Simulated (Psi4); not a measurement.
# SiCl2OF (SMILES [O][Si](F)(Cl)Cl): UB3LYP/6-31G(d) (Cartesian functions)

What is the energy change on altering one bond length of SiCl2OF at UB3LYP/6-31G* (Cartesian functions)? 

The results are computed with Psi4 1.11.

5 further runs of the same task are left out: 3 that didn't finish, 2 set aside as unsound or not needed.

## 1. Starting point

The species is SiCl2OF (5 atoms), meant as a doublet with charge 0. As SMILES, `[O][Si](F)(Cl)Cl`. The coordinates come from a PBE0-D4/def2-TZVP relaxation.

Bond lengths: O1–Si2 1.643 Å, Si2–F3 1.574 Å, Si2–Cl4 2.012 Å, Si2–Cl5 2.011 Å. Angles: O1–Si2–F3 113.3°, O1–Si2–Cl4 105.6°, O1–Si2–Cl5 107.2°, F3–Si2–Cl4 108.3°, F3–Si2–Cl5 107.9°, Cl4–Si2–Cl5 114.8°.

## 2. Energy and forces at UB3LYP/6-31G(d) (Cartesian functions)

calc.inp reads:

```
memory 2.2 GB

molecule mol {
  0 2
  O      1.205200    -1.120900     0.351000
  Si     0.002000    -0.037300     0.071900
  F     -0.944500     0.175500     1.311100
  Cl    -1.088600    -0.815800    -1.428500
  Cl     0.875700     1.725000    -0.347000
  symmetry c1
}

set {
  basis                6-31G*
  reference            uks
  puream               false
  e_convergence        1e-09
  d_convergence        1e-08
  scf_type             pk
  dft_radial_points    99
  dft_spherical_points 590
  maxiter              100
}

result, w = gradient('b3lyp', return_wfn=True)
```

Run with:

```sh
psi4 -n 1 calc.inp calc.out
```

calc.out:

```text
[...]
  Running in c1 symmetry.
[...]
  Nuclear repulsion =  367.622626733640175
[...]
  Multiplicity = 2
[...]
  Nalpha       = 33
  Nbeta        = 32
[...]
    Number of basis functions: 87
[...]
   @UKS iter   1: -1384.61528952053231    1.66152e-01   1.03806e-02 ADIIS/DIIS
[...]
   @UKS iter  21: -1385.06650890870606   -1.00044e-11   5.13827e-09 DIIS
[...]
   @S^2 Observed:                7.529673090E-01
[...]
    Orbital Energies [Eh]
    ---------------------
    Alpha Occupied:
       1A   -101.582096     2A   -101.580896     3A    -66.279022
       4A    -24.736835     5A    -19.248172     6A     -9.501899
       7A     -9.500755     8A     -7.263361     9A     -7.262205
      10A     -7.257559    11A     -7.256389    12A     -7.256318
      13A     -7.255274    14A     -5.417311    15A     -3.777236
      16A     -3.776907    17A     -3.775762    18A     -1.231925
      19A     -1.038239    20A     -0.885068    21A     -0.866793
      22A     -0.581212    23A     -0.503991    24A     -0.502563
      25A     -0.489360    26A     -0.461066    27A     -0.434834
      28A     -0.419995    29A     -0.400521    30A     -0.386402
      31A     -0.364324    32A     -0.362524    33A     -0.358951
[...]
  @UKS Final Energy: -1385.06650890870606
   => Energetics <=
    Nuclear Repulsion Energy =            367.6226267336401747
    One-Electron Energy =               -2646.5063285350415754
    Two-Electron Energy =                 971.6623924221644302
    DFT Exchange-Correlation Energy =     -77.8451995294690562
    Empirical Dispersion Energy =           0.0000000000000000
    VV10 Nonlocal Energy =                  0.0000000000000000
    Total Energy =                      -1385.0665089087060551
[...]
 Multipole Moments:
 ------------------------------------------------------------------------------------
     Multipole            Electronic (a.u.)      Nuclear  (a.u.)        Total (a.u.)
 ------------------------------------------------------------------------------------
 L = 1.  Multiply by 2.5417464519 to convert [e a0] to [Debye]
 Dipole X            :         -1.1096838            0.9665357           -0.1431480
 Dipole Y            :          0.8564419           -0.6700826            0.1863594
 Dipole Z            :          0.0564734           -0.2191697           -0.1626963
 Magnitude           :                                                    0.2858168
[...]
  -Total Gradient:
     Atom            X                  Y                   Z
    ------   -----------------  -----------------  -----------------
       1       -0.006797185116     0.005951870858    -0.001091050241
       2       -0.003346861515     0.001860402528     0.001191687497
       3        0.009063533807    -0.002152632939    -0.011381250555
       4        0.005732600182     0.003903445311     0.008513475061
       5       -0.004681363198    -0.009548587918     0.002843729278
[...]
```

It took 37 s on 1 thread of AMD EPYC 7R43 (Zen 3), shared host; peak memory 0.86 GiB.

## 3. The distorted shape

input.json reads:

```json
{
  "schema_name": "qcschema_input",
  "schema_version": 1,
  "molecule": {
    "schema_name": "qcschema_molecule",
    "schema_version": 2,
    "symbols": ["O", "Si", "F", "Cl", "Cl"],
    "geometry": [4.75062597, -0.35280809, 4.06571552, 2.4769075, 1.69489914, 3.53829296, 0.68828172, 2.09703286, 5.88004157, -2.05715586, -1.54163857, -2.69947377, 4.12796121, 5.02516349, 2.74668669],
    "molecular_charge": 0,
    "molecular_multiplicity": 2,
    "fix_symmetry": "c1",
    "fix_com": true,
    "fix_orientation": true
  },
  "driver": "gradient",
  "model": {
    "method": "b3lyp",
    "basis": "6-31G*"
  },
  "keywords": {
    "reference": "uks",
    "puream": false,
    "e_convergence": 1e-09,
    "d_convergence": 1e-08,
    "scf_type": "pk",
    "dft_radial_points": 99,
    "dft_spherical_points": 590,
    "maxiter": 100
  }
}
```

Run with:

```sh
psi4 --qcschema input.json -n 1 --memory 2200MB
```

stdout (excerpt; [...] marks lines left out):

```text
[...]
  Running in c1 symmetry.
[...]
  Nuclear repulsion =  293.170697947335157
[...]
  Multiplicity = 2
[...]
  Nalpha       = 33
  Nbeta        = 32
[...]
    Number of basis functions: 87
[...]
   @UKS iter   1: -1384.57719998853258   -2.65710e-01   1.01936e-02 DIIS/ADIIS
[...]
   @UKS iter  73: -1384.93665232473973    7.50333e-12   9.49420e-09 DIIS
[...]
   @S^2 Observed:                7.523379137E-01
[...]
  @UKS Final Energy: -1384.93665232473973
   => Energetics <=
    Nuclear Repulsion Energy =            293.1706979473351566
    One-Electron Energy =               -2498.2898430447221472
    Two-Electron Energy =                 897.9107368412844608
    DFT Exchange-Correlation Energy =     -77.7282440686371814
    Empirical Dispersion Energy =           0.0000000000000000
    VV10 Nonlocal Energy =                  0.0000000000000000
    Total Energy =                      -1384.9366523247397254
[...]
 Multipole Moments:
 ------------------------------------------------------------------------------------
     Multipole            Electronic (a.u.)      Nuclear  (a.u.)        Total (a.u.)
 ------------------------------------------------------------------------------------
 L = 1.  Multiply by 2.5417464519 to convert [e a0] to [Debye]
 Dipole X            :       -115.1292146          114.0799392           -1.0492754
 Dipole Y            :        -98.4511143           98.9993426            0.5482283
 Dipole Z            :       -136.4665669          135.7848194           -0.6817475
 Magnitude           :                                                    1.3661306
[...]
  -Total Gradient:
     Atom            X                  Y                   Z
    ------   -----------------  -----------------  -----------------
       1        0.065357239466    -0.029619930719     0.030676263725
       2       -0.102510972953     0.054675312247    -0.046297587147
       3        0.028571901145    -0.004663959355     0.000823730428
       4       -0.000566127174    -0.000428360114    -0.000797604706
       5        0.009157854735    -0.019977221046     0.015570923624
[...]
```

The result, in JSON:

```text
{
 "driver": "gradient",
 "model": {
  "method": "b3lyp",
  "basis": "6-31G*"
 },
 "success": true,
 "return_result": [0.06535723946594313, -0.029619930719015142, 0.030676263725152024, -0.10251097295282967, 0.05467531224693874, -0.046297587146951646, 0.02857190114475279, -0.004663959354742418, 0.000823730428267111, -0.0005661271739260622, -0.00042836011395637745, -0.000797604706489114, 0.009157854734975157, -0.019977221045843707, 0.015570923623807888],
 "properties": {
  "calcinfo_nbasis": 87,
  "calcinfo_nmo": 87,
  "calcinfo_nalpha": 33,
  "calcinfo_nbeta": 32,
  "calcinfo_natom": 5,
  "nuclear_repulsion_energy": 293.17069794733516,
  "return_energy": -1384.9366523247397,
  "return_gradient": [0.06535723946594313, -0.029619930719015142, 0.030676263725152024, -0.10251097295282967, 0.05467531224693874, -0.046297587146951646, 0.02857190114475279, -0.004663959354742418, 0.000823730428267111, -0.0005661271739260622, -0.00042836011395637745, -0.000797604706489114, 0.009157854734975157, -0.019977221045843707, 0.015570923623807888],
  "scf_one_electron_energy": -2498.289843044722,
  "scf_two_electron_energy": 897.9107368412845,
  "scf_xc_energy": -77.72824406863718,
  "scf_dipole_moment": [-1.0492753672176747, 0.5482282849402935, -0.6817475121133612],
  "scf_total_energy": -1384.9366523247397,
  "scf_total_gradient": [0.06535723946594313, -0.029619930719015142, 0.030676263725152024, -0.10251097295282967, 0.05467531224693874, -0.046297587146951646, 0.02857190114475279, -0.004663959354742418, 0.000823730428267111, -0.0005661271739260622, -0.00042836011395637745, -0.000797604706489114, 0.009157854734975157, -0.019977221045843707, 0.015570923623807888],
  "scf_iterations": 73
 }
}
```

It took 78 s on 1 thread of AMD EPYC 7R43 (Zen 3), shared host; peak memory 0.78 GiB.

## 4. Results

Level: UB3LYP/6-31G* (Cartesian functions).

| quantity | value |
| --- | --- |
| first shape: total energy | -1385.06651 Eh |
| first shape: dipole moment | 0.73 D |
| first shape: HOMO energy (highest over α and β) | -9.47 eV |
| first shape: LUMO energy (lowest over α and β) | -6.14 eV |
| first shape: ⟨S²⟩ | 0.753 |
| first shape: largest force on an atom | 0.756 eV/Å |
| distorted shape: total energy | -1384.93665 Eh |
| distorted shape: dipole moment | 3.47 D |
| distorted shape: HOMO energy (highest over α and β) | -8.02 eV |
| distorted shape: LUMO energy (lowest over α and β) | -7.17 eV |
| distorted shape: ⟨S²⟩ | 0.752 |
| distorted shape: largest force on an atom | 6.431 eV/Å |
| energy change with the Si2–Cl4 bond stretched from 2.012 to 4.426 Å | 3.534 eV |

In words: With the Si2–Cl4 bond stretched from 2.012 to 4.426 Å the energy rises by 3.53 eV (81 kcal/mol). The first shape isn't relaxed at this level, so the change isn't measured from a minimum. The largest force (first shape) is 0.76 eV/Å: the shape isn't a stationary point for this species at this level.
